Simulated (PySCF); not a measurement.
**C₃H₁₂B₂NP: electronic excitations**

What electronic excitations should C₃H₁₂B₂NP (`CCBPBNC`) show?

Computed with PySCF 2.14.0, with density-fitted response routines of our own, on a single molecule in the gas phase. Atoms are numbered from 0 throughout.

**1. The molecule as given**

19 atoms, charge 0, multiplicity 1; geometry from: GFN2-xTB.

Bonds of the start (Å): C0–C1 1.53, C1–B2 1.58, B2–P3 1.83, P3–B4 1.88, B4–N5 1.38, N5–C6 1.44, C0–H7 1.09, C0–H8 1.09, C0–H9 1.09, C1–H10 1.10, C1–H11 1.09, B2–H12 1.18, P3–H13 1.38, B4–H14 1.17, N5–H15 1.01, C6–H16 1.09, C6–H17 1.09, C6–H18 1.09.

**2. Ultraviolet spectrum: B3LYP/def2-SVPD**

Job settings and geometry (Å):

```
{"job": {"kind": "uv", "xc": "B3LYP", "basis": "def2-SVPD", "nstates": 8, "ntriplets": 3}, "charge": 0, "multiplicity": 1}
C     -3.452460    -0.201285    -0.846988
C     -2.477049     0.432797     0.146288
B     -0.961703     0.475674    -0.316143
P      0.270724     1.495572     0.575440
B      1.806373     0.465671     0.910666
N      2.418701    -0.197711    -0.133520
C      3.622015    -0.995103    -0.089784
H     -4.468089    -0.198583    -0.453700
H     -3.449572     0.348671    -1.785451
H     -3.171055    -1.231201    -1.056863
H     -2.543148    -0.116758     1.092329
H     -2.824257     1.443377     0.384200
H     -0.617366    -0.079759    -1.293642
H     -0.277046     1.705205     1.824066
H      2.277460     0.428457     1.982212
H      2.022738    -0.156170    -1.063012
H      4.020856    -0.984510     0.921854
H      3.414312    -2.030119    -0.376264
H      4.378762    -0.594974    -0.769929
```

Method: TDDFT B3LYP/def2-SVPD, vertical, gas phase, core orbitals frozen in the response.

On the command line:

```sh
OMP_NUM_THREADS=1 python probes_run.py task.json out
```

The driver reads the jobs from task.json and runs them one after another.

What will the session give for the following? lowest singlet (B3LYP/def2-SVPD); brightest single state of those computed; lowest triplet. Wanted: lowest singlet; brightest single state of those computed; lowest triplet.

As calculated:

| quantity | value |
| --- | --- |
| lowest singlet (B3LYP/def2-SVPD) | 4.56 eV (272 nm), f = 0.105 |
| brightest single state of those computed | state 3, 5.70 eV, f = 0.142 |
| lowest triplet | 3.58 eV |

**Reading.** The lowest singlet, at 4.56 eV, is HOMO→LUMO 0.93 and is bright; of the 8 states computed, the strongest absorption comes from state 3 at 5.70 eV. The lowest triplet lies 0.98 eV below the lowest singlet (triplets in Tamm-Dancoff, singlets in full TDDFT).
